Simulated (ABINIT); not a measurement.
# TaO (P6/mmm) in ABINIT: a series of runs

One crystal, TaO, is run at these levels: r2SCAN, SCAN, revPBE, PW91, WC; tasks: single point.

Program: ABINIT 10.8.3 (patched build). These are calculated values, not measurements. Logs are shortened: lines on timing, memory, paths and dates and some standing lists are left out, and cuts for length are marked. The log counts tension as positive stress, the text compression.

### 1 The crystal as given

Symmetry: P6/mmm, No. 191, hexagonal system. Conventional cell: a = 3.066 Å, b = 3.066 Å, c = 3.855 Å, α = 90.00°, β = 90.00°, γ = 120.00°. Ta (site symmetry 6/mmm) is surrounded by 2 O at 1.93 Å. O (site symmetry 6/mmm) has 2 Ta at 1.93 Å as nearest neighbours.

The cell was built by a generator and needn't be a form met in nature.

### 2 Single point, r2SCAN

Input file run.abi:

```
# Pseudopotentials
pp_dirpath "./"
pseudos "Ta.GGA_PBE-JTH.xml, O.GGA_PBE-JTH.xml"

# Structure
acell 3*1.0
rprim
     5.7941081680     0.0000000000     0.0000000000
    -2.8970635326     5.0178464705     0.0000000000
     0.0000000000     0.0000000000     7.2849320050
ntypat 2
znucl 73 8
natom 2
typat 1 2
xcart
     0.0000000000     0.0000000000     3.6424660025
     0.0000000000     0.0000000000     0.0000000000

# Plane-wave basis
ecut 28.0
pawecutdg 50.0
pawovlp 30

# k points
kptopt 1
ngkpt 10 10 7
nshiftk 1
shiftk 0.0 0.0 0.0

# Exchange and correlation
ixc -497498
usekden 1
pawxcdev 0

# Bands and occupations
nband 14
occopt 3
tsmear 0.00183747

# SCF cycle
nstep 100
tolvrs 1.0e-7

# Output
iomode 3
prtwf 0
prteig 0
prtebands 0
enunit 2
prtden 1
prtvha 1
prtvclmb 1
prtpot 1
```

Potentials or basis: JTH PAW PBE v2.0.

On the command line:

```
> abinit run.abi > log 2>&1
```

run.abo:

```text
.Version 10.8.3 of ABINIT
 Symmetries : space group P6/m m m (#191); Bravais hP (primitive hexag.)
================================================================================
 Values of the parameters that define the memory need of the present run
     intxc =       0    ionmov =       0      iscf =      17    lmnmax =      18
     lnmax =       6     mgfft =      36  mpssoang =       3    mqgrid =    3001
     natom =       2  nloc_mem =       2    nspden =       1   nspinor =       1
    nsppol =       1      nsym =      24    n1xccc =       1    ntypat =       2
    occopt =       3   xclevel =       2
       mpw =        1511          nfft =       32400          nkpt =          56
 PAW method is used; the additional fine FFT grid is defined by:
   mgfftf=        48    nfftf =     76800
================================================================================
================================================================================

--------------------------------------------------------------------------------
------------- Echo of variables that govern the present computation ------------
--------------------------------------------------------------------------------
 -outvars: echo values of preprocessed input variables --------
            acell      5.7941112250E+00  5.7941112250E+00  7.2849320050E+00 Bohr
              amu      1.80947900E+02  1.59994000E+01
             ecut      2.80000000E+01 Hartree
           enunit           2
                       outvar_i_n : Printing only first  50 k-points.
              ixc     -497498
                       outvar_i_n : Printing only first  50 k-points.
         kptrlatt       10    0    0      0   10    0      0    0    7
          kptrlen      5.09945240E+01
            natom           2
            nband          14
            ngfft          30      30      36
          ngfftdg          40      40      48
             nkpt          56
            nstep         100
             nsym          24
           ntypat           2
                       prtocc : prtvol=0, do not print more k-points.
           occopt           3
        pawecutdg      5.00000000E+01 Hartree
          pawovlp      3.0000000000E+01
         pawxcdev           0
        prtebands           0
           prteig           0
          prtkden           1
           prtpot           1
         prtvclmb           1
           prtvha           1
            prtwf           0
            rprim      1.0000000000E+00  0.0000000000E+00  0.0000000000E+00
                      -5.0000000000E-01  8.6602540378E-01  0.0000000000E+00
                       0.0000000000E+00  0.0000000000E+00  1.0000000000E+00
          spgroup         191
           tolvrs      1.00000000E-07
           tsmear      1.83747000E-03 Hartree
            typat      1  2
          usekden           1
           useylm           1
                       outvars : Printing only first  50 k-points.
[... 154 lines left out ...]
    2     -0.00000000000000    -0.00000000000000    -0.00000000000000
 frms,max,avg= 0.0000000E+00 0.0000000E+00   0.000E+00  0.000E+00  0.000E+00 h/b

 cartesian forces (eV/Angstrom) at end:
    1     -0.00000000000000    -0.00000000000000    -0.00000000000000
    2     -0.00000000000000    -0.00000000000000    -0.00000000000000
 frms,max,avg= 0.0000000E+00 0.0000000E+00   0.000E+00  0.000E+00  0.000E+00 e/A
 length scales=  5.794111225024  5.794111225024  7.284932005000 bohr
              =  3.066111615640  3.066111615640  3.855019997409 angstroms
 Fermi (or HOMO) energy (hartree) =   0.04285   Average Vxc (hartree)=  -0.42138
 Eigenvalues (hartree) for nkpt=  56  k points:
 kpt#   1, nband= 14, wtk=  0.00143, kpt=  0.0000  0.0000  0.0000 (reduced coord)
  -2.53748   -1.28961   -1.26480   -1.26480   -0.71790   -0.16211   -0.09604   -0.05204
  -0.05204    0.06554    0.06554    0.16884    0.16884    0.30340
      occupation numbers for kpt#   1
   2.00000    2.00000    2.00000    2.00000    2.00000    2.00000    2.00000    2.00000
   2.00000    0.00001    0.00001    0.00000    0.00000    0.00000
 prteigrs : prtvol=0 or 1, do not print more k-points.

 Fermi (or HOMO) energy (eV) =   1.16590   Average Vxc (eV)= -11.46647
 Eigenvalues (   eV  ) for nkpt=  56  k points:
 kpt#   1, nband= 14, wtk=  0.00143, kpt=  0.0000  0.0000  0.0000 (reduced coord)
 -69.04842  -35.09214  -34.41690  -34.41690  -19.53500   -4.41118   -2.61351   -1.41619
  -1.41619    1.78341    1.78341    4.59430    4.59430    8.25599
 prteigrs : prtvol=0 or 1, do not print more k-points.

--- !EnergyTerms
iteration_state     : {dtset: 1, }
comment             : Components of total free energy in Hartree
kinetic             :  1.34229307908571E+01
hartree             :  1.50339159585908E+01
xc                  : -1.04792359153306E+01
Ewald energy        : -5.61191594082034E+01
psp_core            :  7.31117088987075E+00
local_psp           : -2.87190455787264E+01
PAW spherical_terms :  2.64464409808565E+01
internal            : -3.31029822820853E+01
'-kT*entropy'       : -6.70927253048373E-04
total_energy        : -3.31036532093383E+01
total_energy_eV     : -9.00796293632314E+02
...

--- !EnergyTermsDC
iteration_state     : {dtset: 1, }
comment             : '"Double-counting" decomposition of free energy'
band_energy         : -1.50086010172575E+01
Ewald energy        : -5.61191594082034E+01
psp_core            :  7.31117088987075E+00
xc_dc               : -1.75410457265208E+01
PAW spherical_terms :  4.82546603462362E+01
internal            : -3.31029749158747E+01
'-kT*entropy'       : -6.70927253048373E-04
total_energy_dc     : -3.31036458431278E+01
total_energy_dc_eV  : -9.00796093187513E+02
...

--- !EnergyTermsWithPAWCore
iteration_state     : {dtset: 1, }
comment             : 'Components of total free energy, including PAW core contributions'
Total energy        : -1.56807102146839E+04
Total energy DC     : -1.56807102073177E+04
Total energy (eV)   : -4.26693862263063E+05
Total energy DC (eV): -4.26693862062618E+05
...

 Cartesian components of stress tensor (hartree/bohr^3)
  sigma(1 1)=  4.51660229E-05  sigma(3 2)=  0.00000000E+00
  sigma(2 2)=  4.51660229E-05  sigma(3 1)=  0.00000000E+00
  sigma(3 3)=  2.64529250E-04  sigma(2 1)=  0.00000000E+00

-Cartesian components of stress tensor (GPa)         [Pressure= -3.4801E+00 GPa]
- sigma(1 1)=  1.32883027E+00  sigma(3 2)=  0.00000000E+00
- sigma(2 2)=  1.32883027E+00  sigma(3 1)=  0.00000000E+00
- sigma(3 3)=  7.78271924E+00  sigma(2 1)=  0.00000000E+00

== END DATASET(S) ==============================================================
================================================================================

 -outvars: echo values of variables after computation  --------
            acell      5.7941112250E+00  5.7941112250E+00  7.2849320050E+00 Bohr
           etotal     -3.3103645843E+01
            fcart     -0.0000000000E+00 -0.0000000000E+00 -0.0000000000E+00
                      -0.0000000000E+00 -0.0000000000E+00 -0.0000000000E+00
            rprim      1.0000000000E+00  0.0000000000E+00  0.0000000000E+00
                      -5.0000000000E-01  8.6602540378E-01  0.0000000000E+00
                       0.0000000000E+00  0.0000000000E+00  1.0000000000E+00
           strten      4.5166022937E-05  4.5166022937E-05  2.6452925020E-04
                       0.0000000000E+00  0.0000000000E+00  0.0000000000E+00
           xangst      0.0000000000E+00  0.0000000000E+00  1.9275099987E+00
                       0.0000000000E+00  0.0000000000E+00  0.0000000000E+00
             xred      0.0000000000E+00  0.0000000000E+00  5.0000000000E-01
                       0.0000000000E+00  0.0000000000E+00  0.0000000000E+00
 Calculation completed.
```

Wall time 2.5 min (1 thread of Arm Neoverse V2, shared host); peak memory 0.16 GiB.

Results:

```yaml
Free_energy: -900.7961 eV
Pressure: -3.5 GPa
Band_gap_on_the_k_mesh: none (metal or under the smearing width)
```

Levels at points of the mesh, in eV from the Fermi level:
```
           k point  band 7  band 8  band 9  band 10  band 11  band 12
(0.00, 0.00, 0.00)   -3.78   -2.58   -2.58     0.62     0.62     3.43
(0.50, 0.00, 0.00)   -3.37   -3.17   -3.04    -0.37     2.64     3.83
```

Caveat: totals of a meta-GGA on PAW files have another zero than those of a GGA; the PAW data sets were made with another functional, which shifts forces and pressure a little; an odd number of electrons without spin polarisation forces a metal; a magnetic or distorted state may lie lower; the atomic spheres overlap. Spin-orbit coupling is left out, which matters for the levels of Ta.

### 3 Single point, SCAN

run.abi: that of step 2 with these lines changed.

```diff
@@ -30,3 +30,3 @@
 # Exchange and correlation
-ixc -497498
+ixc -263267
 usekden 1
```

Potentials or basis: JTH PAW PBE v2.0.

On the command line:

```
> abinit run.abi > log 2>&1
```

run.abo:

```text
.Version 10.8.3 of ABINIT
 Symmetries : space group P6/m m m (#191); Bravais hP (primitive hexag.)
================================================================================
 Values of the parameters that define the memory need of the present run
     intxc =       0    ionmov =       0      iscf =      17    lmnmax =      18
     lnmax =       6     mgfft =      36  mpssoang =       3    mqgrid =    3001
     natom =       2  nloc_mem =       2    nspden =       1   nspinor =       1
    nsppol =       1      nsym =      24    n1xccc =       1    ntypat =       2
    occopt =       3   xclevel =       2
       mpw =        1511          nfft =       32400          nkpt =          56
 PAW method is used; the additional fine FFT grid is defined by:
   mgfftf=        48    nfftf =     76800
================================================================================
================================================================================

--------------------------------------------------------------------------------
------------- Echo of variables that govern the present computation ------------
--------------------------------------------------------------------------------
 -outvars: echo values of preprocessed input variables --------
            acell      5.7941112250E+00  5.7941112250E+00  7.2849320050E+00 Bohr
              amu      1.80947900E+02  1.59994000E+01
             ecut      2.80000000E+01 Hartree
           enunit           2
                       outvar_i_n : Printing only first  50 k-points.
              ixc     -263267
                       outvar_i_n : Printing only first  50 k-points.
         kptrlatt       10    0    0      0   10    0      0    0    7
          kptrlen      5.09945240E+01
            natom           2
            nband          14
            ngfft          30      30      36
          ngfftdg          40      40      48
             nkpt          56
            nstep         100
             nsym          24
           ntypat           2
                       prtocc : prtvol=0, do not print more k-points.
           occopt           3
        pawecutdg      5.00000000E+01 Hartree
          pawovlp      3.0000000000E+01
         pawxcdev           0
        prtebands           0
           prteig           0
          prtkden           1
           prtpot           1
         prtvclmb           1
           prtvha           1
            prtwf           0
[... 179 lines left out ...]
      occupation numbers for kpt#   1
   2.00000    2.00000    2.00000    2.00000    2.00000    2.00000    2.00000    2.00000
   2.00000    0.00005    0.00005    0.00000    0.00000    0.00000
 prteigrs : prtvol=0 or 1, do not print more k-points.

 Fermi (or HOMO) energy (eV) =   1.07623   Average Vxc (eV)= -11.51442
 Eigenvalues (   eV  ) for nkpt=  56  k points:
 kpt#   1, nband= 14, wtk=  0.00143, kpt=  0.0000  0.0000  0.0000 (reduced coord)
 -68.21254  -34.49022  -33.76051  -33.76051  -19.68823   -4.56482   -2.64857   -1.47828
  -1.47828    1.61080    1.61080    4.48486    4.48486    8.15397
 prteigrs : prtvol=0 or 1, do not print more k-points.

--- !EnergyTerms
iteration_state     : {dtset: 1, }
comment             : Components of total free energy in Hartree
kinetic             :  1.34549654354627E+01
hartree             :  1.50138805560593E+01
xc                  : -1.05467671586990E+01
Ewald energy        : -5.61191594082034E+01
psp_core            :  7.31117088987075E+00
local_psp           : -2.87548113779792E+01
PAW spherical_terms :  2.54015614801561E+01
internal            : -3.42391595833328E+01
'-kT*entropy'       : -6.67750718555887E-04
total_energy        : -3.42398273340513E+01
total_energy_eV     : -9.31713166582568E+02
...

--- !EnergyTermsDC
iteration_state     : {dtset: 1, }
comment             : '"Double-counting" decomposition of free energy'
band_energy         : -1.48461791297598E+01
Ewald energy        : -5.61191594082034E+01
psp_core            :  7.31117088987075E+00
xc_dc               : -1.75366270043595E+01
PAW spherical_terms :  4.69516496999990E+01
internal            : -3.42391449524530E+01
'-kT*entropy'       : -6.67750718555887E-04
total_energy_dc     : -3.42398127031715E+01
total_energy_dc_eV  : -9.31712768456047E+02
...

--- !EnergyTermsWithPAWCore
iteration_state     : {dtset: 1, }
comment             : 'Components of total free energy, including PAW core contributions'
Total energy        : -1.56814774447027E+04
Total energy DC     : -1.56814774300718E+04
Total energy (eV)   : -4.26714739655443E+05
Total energy DC (eV): -4.26714739257317E+05
...

 Cartesian components of stress tensor (hartree/bohr^3)
  sigma(1 1)=  9.80206541E-05  sigma(3 2)=  0.00000000E+00
  sigma(2 2)=  9.80206541E-05  sigma(3 1)=  0.00000000E+00
  sigma(3 3)=  3.86295831E-04  sigma(2 1)=  0.00000000E+00

-Cartesian components of stress tensor (GPa)         [Pressure= -5.7110E+00 GPa]
- sigma(1 1)=  2.88386721E+00  sigma(3 2)=  0.00000000E+00
- sigma(2 2)=  2.88386721E+00  sigma(3 1)=  0.00000000E+00
- sigma(3 3)=  1.13652157E+01  sigma(2 1)=  0.00000000E+00

== END DATASET(S) ==============================================================
================================================================================

 -outvars: echo values of variables after computation  --------
            acell      5.7941112250E+00  5.7941112250E+00  7.2849320050E+00 Bohr
           etotal     -3.4239812703E+01
            fcart     -0.0000000000E+00 -0.0000000000E+00 -0.0000000000E+00
                      -0.0000000000E+00 -0.0000000000E+00 -0.0000000000E+00
            rprim      1.0000000000E+00  0.0000000000E+00  0.0000000000E+00
                      -5.0000000000E-01  8.6602540378E-01  0.0000000000E+00
                       0.0000000000E+00  0.0000000000E+00  1.0000000000E+00
           strten      9.8020654126E-05  9.8020654126E-05  3.8629583135E-04
                       0.0000000000E+00  0.0000000000E+00  0.0000000000E+00
           xangst      0.0000000000E+00  0.0000000000E+00  1.9275099987E+00
                       0.0000000000E+00  0.0000000000E+00  0.0000000000E+00
             xred      0.0000000000E+00  0.0000000000E+00  5.0000000000E-01
                       0.0000000000E+00  0.0000000000E+00  0.0000000000E+00
 Calculation completed.
```

Run time: 2.6 min. Hardware: 1 thread of Arm Neoverse V2, shared host; peak memory 0.16 GiB.

Results:

| Property | Result |
| --- | --- |
| Free energy | -931.7128 eV |
| Pressure | -5.7 GPa |
| Band gap on the k mesh | none (metal or under the smearing width) |

Caveat: totals of a meta-GGA on PAW files have another zero than those of a GGA; the PAW data sets were made with another functional, which shifts forces and pressure a little; an odd number of electrons without spin polarisation forces a metal; a magnetic or distorted state may lie lower; the atomic spheres overlap. The run has no spin-orbit coupling, so splittings on Ta are missing.

### 4 Single point, revPBE

run.abi: that of step 3 with these lines changed.

```diff
@@ -21,2 +21,3 @@
 pawecutdg 50.0
+pawxcdev 0
 pawovlp 30
@@ -30,5 +31,3 @@
 # Exchange and correlation
-ixc -263267
-usekden 1
-pawxcdev 0
+ixc 14
 
@@ -41,3 +40,3 @@
 nstep 100
-tolvrs 1.0e-7
+tolvrs 1.0e-9
```

On the command line:

```
> abinit run.abi > log 2>&1
```

Run time: 43 s. Hardware: 1 thread of Arm Neoverse V2, shared host; peak memory 0.15 GiB.

It converged, with:

```yaml
Free_energy: -2042.2617 eV
Pressure: 2.6 GPa
Band_gap_on_the_k_mesh: none (metal or under the smearing width)
```

Stress tensor (GPa, compression positive):
```
1.56 0.00 0.00
0.00 1.56 0.00
0.00 0.00 4.57
```

Levels at points of the mesh, in eV from the Fermi level:
| k point | band 5 | band 6 | band 7 | band 8 | band 9 | band 10 | band 11 | band 12 | band 13 | band 14 |
| --- | --- | --- | --- | --- | --- | --- | --- | --- | --- | --- |
| (0.00, 0.00, 0.00) | -19.51 | -5.27 | -3.44 | -2.35 | -2.35 | 0.61 | 0.61 | 3.17 | 3.17 | 6.74 |
| (0.50, 0.00, 0.00) | -19.07 | -4.80 | -3.03 | -2.98 | -2.78 | -0.58 | 2.38 | 3.76 | 5.06 | 6.15 |

Caveat: the PAW data sets were made with another functional, which shifts forces and pressure a little; an odd number of electrons without spin polarisation forces a metal; a magnetic or distorted state may lie lower; the atomic spheres overlap. The run has no spin-orbit coupling, so splittings on Ta are missing.

(Part 1 of 2 ends here.)
